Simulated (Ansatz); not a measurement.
Geometry optimisation, DFT PBE, scalar-relativistic, plane waves, PAW in Ansatz.

Input file:

```yaml
crystal:
  lattice:
    - [10.86, 0.0, 0.0]
    - [0.0, 10.86, 0.0]
    - [0.0, 0.0, 10.86]
  atoms:
    - { symbol: Si, position: [0.5, 0.0, 0.0] }
    - { symbol: Si, position: [0.625, 0.125, 0.125] }
    - { symbol: Si, position: [0.75, 0.25, 0.0] }
    - { symbol: Si, position: [0.875, 0.375, 0.125] }
    - { symbol: Si, position: [0.75, 0.0, 0.25] }
    - { symbol: Si, position: [0.875, 0.125, 0.375] }
    - { symbol: Si, position: [0.0, 0.0, 0.0] }
    - { symbol: Si, position: [0.125, 0.125, 0.125] }
    - { symbol: Si, position: [0.25, 0.25, 0.0] }
    - { symbol: Si, position: [0.375, 0.375, 0.125] }
    - { symbol: Si, position: [0.5, 0.5, 0.0] }
    - { symbol: Si, position: [0.625, 0.625, 0.125] }
    - { symbol: Si, position: [0.75, 0.75, 0.0] }
    - { symbol: Si, position: [0.875, 0.875, 0.125] }
    - { symbol: Si, position: [0.25, 0.0, 0.25] }
    - { symbol: Si, position: [0.375, 0.125, 0.375] }
    - { symbol: Si, position: [0.5, 0.25, 0.25] }
    - { symbol: Si, position: [0.625, 0.375, 0.375] }
    - { symbol: Si, position: [0.75, 0.5, 0.25] }
    - { symbol: Si, position: [0.875, 0.625, 0.375] }
    - { symbol: Si, position: [0.5, 0.0, 0.5] }
    - { symbol: Si, position: [0.625, 0.125, 0.625] }
    - { symbol: Si, position: [0.75, 0.25, 0.5] }
    - { symbol: Si, position: [0.875, 0.375, 0.625] }
    - { symbol: Si, position: [0.75, 0.0, 0.75] }
    - { symbol: Si, position: [0.875, 0.125, 0.875] }
    - { symbol: Si, position: [0.0, 0.5, 0.0] }
    - { symbol: Si, position: [0.125, 0.625, 0.125] }
    - { symbol: Si, position: [0.25, 0.75, 0.0] }
    - { symbol: Si, position: [0.375, 0.875, 0.125] }
    - { symbol: Si, position: [0.0, 0.25, 0.25] }
    - { symbol: Si, position: [0.125, 0.375, 0.375] }
    - { symbol: Si, position: [0.25, 0.5, 0.25] }
    - { symbol: As, position: [0.375, 0.625, 0.375], spin: 1.0 }
    - { symbol: Si, position: [0.625, 0.875, 0.375] }
    - { symbol: Si, position: [0.0, 0.0, 0.5] }
    - { symbol: Si, position: [0.125, 0.125, 0.625] }
    - { symbol: Si, position: [0.25, 0.25, 0.5] }
    - { symbol: Si, position: [0.375, 0.375, 0.625] }
    - { symbol: Si, position: [0.5, 0.5, 0.5] }
    - { symbol: Si, position: [0.625, 0.625, 0.625] }
    - { symbol: Si, position: [0.75, 0.75, 0.5] }
    - { symbol: Si, position: [0.875, 0.875, 0.625] }
    - { symbol: Si, position: [0.25, 0.0, 0.75] }
    - { symbol: Si, position: [0.375, 0.125, 0.875] }
    - { symbol: Si, position: [0.5, 0.25, 0.75] }
    - { symbol: Si, position: [0.625, 0.375, 0.875] }
    - { symbol: Si, position: [0.75, 0.5, 0.75] }
    - { symbol: Si, position: [0.875, 0.625, 0.875] }
    - { symbol: Si, position: [0.0, 0.75, 0.25] }
    - { symbol: Si, position: [0.125, 0.875, 0.375] }
    - { symbol: Si, position: [0.0, 0.5, 0.5] }
    - { symbol: Si, position: [0.125, 0.625, 0.625] }
    - { symbol: Si, position: [0.25, 0.75, 0.5] }
    - { symbol: Si, position: [0.375, 0.875, 0.625] }
    - { symbol: Si, position: [0.0, 0.25, 0.75] }
    - { symbol: Si, position: [0.125, 0.375, 0.875] }
    - { symbol: Si, position: [0.25, 0.5, 0.75] }
    - { symbol: Si, position: [0.375, 0.625, 0.875] }
    - { symbol: Si, position: [0.5, 0.75, 0.75] }
    - { symbol: Si, position: [0.625, 0.875, 0.875] }
    - { symbol: Si, position: [0.0, 0.75, 0.75] }
    - { symbol: Si, position: [0.125, 0.875, 0.875] }
magnetization:
  spin_polarized: true
basis:
  ecutwfc: 420.0
kpoints:
  mp_grid: { grid: [1, 1, 1] }
hamiltonian:
  xc: pbe
  pseudopotentials: { kind: paw, azcp: { folder: soft_1 } }
scf:
  occupations: { method: gaussian, width: 0.02 }
  lower_state_search: "off"
relax:
  f_tol: 0.03
  max_steps: 60
  adjacent_minimum: "off"
```

Launched with:

```bash
$ ansatz run input.yaml --threads 4 --pin off --max-ram 10240MiB --backend cpu --events-out ev --progress --plain --runs-dir out
```

Q: Where does it end, and by what steps?

A: The run converged. Limits of this set-up: coarse k mesh. After 3 steps the energy has fallen by 0.261 eV; As34 moved furthest, 0.26 Å.

```csv
step,energy less start (eV),largest force component (eV/Å),accepted
0,0.0000,0.742,yes
1,-0.2312,0.191,yes
2,-0.2577,0.043,yes
3,-0.2606,0.021,yes
```

```xyz
63
Lattice="10.8600 0.0000 0.0000 0.0000 10.8600 0.0000 0.0000 0.0000 10.8600" Properties=species:S:1:pos:R:3
Si 5.439 -0.006 0.006
Si 6.791 1.365 1.354
Si 8.144 2.725 0.001
Si 9.489 4.093 1.362
Si 8.139 -0.006 2.706
Si 9.505 1.360 4.067
Si 0.010 -0.001 0.001
Si 1.378 1.344 1.362
Si 2.723 2.714 0.013
Si 4.074 4.085 1.382
Si 5.424 5.469 0.046
Si 6.761 6.874 1.384
Si 8.139 8.154 0.006
Si 9.510 9.506 1.354
Si 2.754 -0.046 2.721
Si 4.072 1.348 4.073
Si 5.427 2.707 2.718
Si 6.763 4.085 4.071
Si 8.099 5.469 2.721
Si 9.493 6.787 4.073
Si 5.424 -0.046 5.391
Si 6.783 1.344 6.767
Si 8.132 2.714 5.422
Si 9.490 4.067 6.793
Si 8.144 -0.001 8.135
Si 9.505 1.360 9.500
Si -0.001 5.438 0.013
Si 1.370 6.789 1.382
Si 2.754 8.139 0.046
Si 4.159 9.476 1.384
Si 0.000 2.715 2.717
Si 1.352 4.067 4.091
Si 2.714 5.429 2.754
As 4.222 6.937 3.923
Si 6.761 9.476 3.986
Si -0.001 -0.013 5.422
Si 1.352 1.345 6.793
Si 2.707 2.698 5.438
Si 4.054 4.067 6.793
Si 5.391 5.429 5.431
Si 6.763 6.789 6.775
Si 8.099 8.139 5.391
Si 9.489 9.498 6.767
Si 2.723 -0.013 8.146
Si 4.078 1.360 9.500
Si 5.428 2.715 8.145
Si 6.783 4.093 9.516
Si 8.132 5.438 8.146
Si 9.505 6.793 9.500
Si -0.008 8.142 2.718
Si 1.370 9.478 4.071
Si -0.017 5.422 5.438
Si 1.352 6.769 6.793
Si 2.714 8.106 5.431
Si 4.074 9.478 6.775
Si -0.003 2.712 8.148
Si 1.352 4.067 9.515
Si 2.707 5.422 8.162
Si 4.072 6.787 9.512
Si 5.427 8.142 8.153
Si 6.791 9.506 9.495
Si 0.000 8.143 8.145
Si 1.378 9.498 9.516
```

Whether the end is a true minimum wasn't checked by a vibrational analysis.

The run took 41 s on 4 threads of Arm Neoverse V1 (shared host), peak memory 1.6 GiB.
